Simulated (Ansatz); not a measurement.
# ClF4H2Ta: the cost of one run

Program: Ansatz 0.2.0. Level of theory: RKS PBE/def2-SVP. These are calculated values, not measurements.

### 1 The structure to begin with

Bond lengths: Ta1–Cl2 2.820 Å, Ta1–F3 1.930 Å, Ta1–F4 1.930 Å, Ta1–F5 1.930 Å, Ta1–F6 1.930 Å, Ta1–H7 2.100 Å, Ta1–H8 2.365 Å. Angles (14 of 21 angles, heavy atoms first): Cl2–Ta1–F3 90.0°, Cl2–Ta1–F4 90.0°, Cl2–Ta1–F5 120.0°, Cl2–Ta1–F6 120.0°, F3–Ta1–F4 180.0°, F3–Ta1–F5 90.0°, F3–Ta1–F6 90.0°, F4–Ta1–F5 90.0°, F4–Ta1–F6 90.0°, F5–Ta1–F6 120.0°, Cl2–Ta1–H7 71.6°, Cl2–Ta1–H8 44.6°, F3–Ta1–H7 59.6°, F3–Ta1–H8 68.0°.

Coordinates:

```xyz
8

Ta    0.0000    0.0000    0.0000
Cl    2.8200    0.0000    0.0000
F     0.0000    0.0000    1.9300
F     0.0000    0.0000   -1.9300
F    -0.9650    1.6714    0.0000
F    -0.9650   -1.6714    0.0000
H     0.6622   -1.6867    1.0613
H     1.6841   -1.4058    0.8845
```

### 2 A restrained relaxation towards end A

Springs on the bonds that form and break draw the guess towards this end; the thresholds are loose.

input.yaml

```yaml
crystal:
  periodic: [false, false, false]
  atoms:
    - { symbol: Ta, position_ang: [0.0, 0.0, 0.0] }
    - { symbol: Cl, position_ang: [2.82, 0.0, 0.0] }
    - { symbol: F, position_ang: [0.0, 0.0, 1.93] }
    - { symbol: F, position_ang: [0.0, 0.0, -1.93] }
    - { symbol: F, position_ang: [-0.965, 1.6714, 0.0] }
    - { symbol: F, position_ang: [-0.965, -1.6714, 0.0] }
    - { symbol: H, position_ang: [0.6622, -1.6867, 1.0613] }
    - { symbol: H, position_ang: [1.6841, -1.4058, 0.8845] }
basis:
  gaussian: { orbitals: def2-SVP }
hamiltonian:
  xc: pbe
relax:
  f_tol: 0.15
  max_steps: 25
  restrain:
    - { distance: [0, 6], at: 3.0, k: 30.0 }
    - { distance: [7, 1], at: 2.57, k: 30.0 }
    - { distance: [0, 1], at: 2.47, k: 30.0 }
    - { distance: [7, 6], at: 0.66, k: 30.0 }
```

Run with:

```
ansatz run input.yaml --threads 4 --pin off --max-ram 5120MiB --backend cpu --events-out ev --progress --plain --runs-dir out
```

**Question.** How long does this run take on 4 threads of Arm Neoverse V2, shared host, and how much memory does it need?

About 16 s, with a peak of 0.17 GiB.
